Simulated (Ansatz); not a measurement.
Run this with the Ansatz DFT code, driven from Python and show what comes out.

The script, `run_edit.py`:
```python
import logging
import sys
import warnings

import ansatz as az

logging.basicConfig(stream=sys.stdout, format="%(levelname)s %(message)s")
log = logging.getLogger("calc")
log.setLevel(logging.INFO)

warnings.simplefilter("ignore", az.DeckWarning)

structure = (
    az.Lattice.of((3.184, 0.0, 0.0), (0.0, 3.184, 0.0), (0.0, 0.0, 3.184))
    .atom("Nb", (0.0, 0.0, 0.0))
    .atom("Ru", (0.5, 0.5, 0.5))
)

calculation = structure.calculation()
calculation = calculation.functional("pbesol")
calculation = calculation.pseudopotentials("paw")
calculation = calculation.basis(380)
calculation = calculation.kpoints(length=17)
calculation = calculation.occupations("fermi_dirac", width=0.02)
calculation = calculation.band_table()
typed = calculation.input()
rows = []
for value in [4, 6, 9]:
    edited = typed.set(az.key.basis.ecutrho_ratio, value)
    data = az.Session.from_dict(edited).plan().execute().report
    rows.append((value, data["free_energy_ev"], data["n_iterations"], len(data["eigenvalues_ev"][0]) if "eigenvalues_ev" in data else 0))
lines = [",".join(["density ratio", "F eV", "iterations", "bands listed"])] + [",".join(f"{v:.4f}" if isinstance(v, float) else str(v) for v in row) for row in rows]
print("\n".join(lines))
with open("edit.csv", "w") as handle:
    handle.write("\n".join(lines) + "\n")
```

`python run_edit.py` gives:
```text
density ratio,F eV,iterations,bands listed
4,-10312.2476,6,19
6,-10312.2476,6,19
9,-10312.2476,6,19
```

Notes:
- These settings explore the input space; cutoff and mesh may be short of convergence.
- The cutoff lies under the one recommended for these potentials.
- The mesh is modest for a metal, so energies can be off by several to tens of meV an atom and pressures by half a GPa or more; differences at equal mesh fare better.
- This is a high-temperature or high-pressure form, not the ambient phase.
- The starting cell is as deposited in a crystallographic database; the results hold for this polymorph, which needn't be the stable one.
- The script silences the warnings on its input, which a real study should read.
- Wall time of the script: 2.1 s on 1 thread of Arm Neoverse V2, on a shared host, peak memory 0.35 GiB.
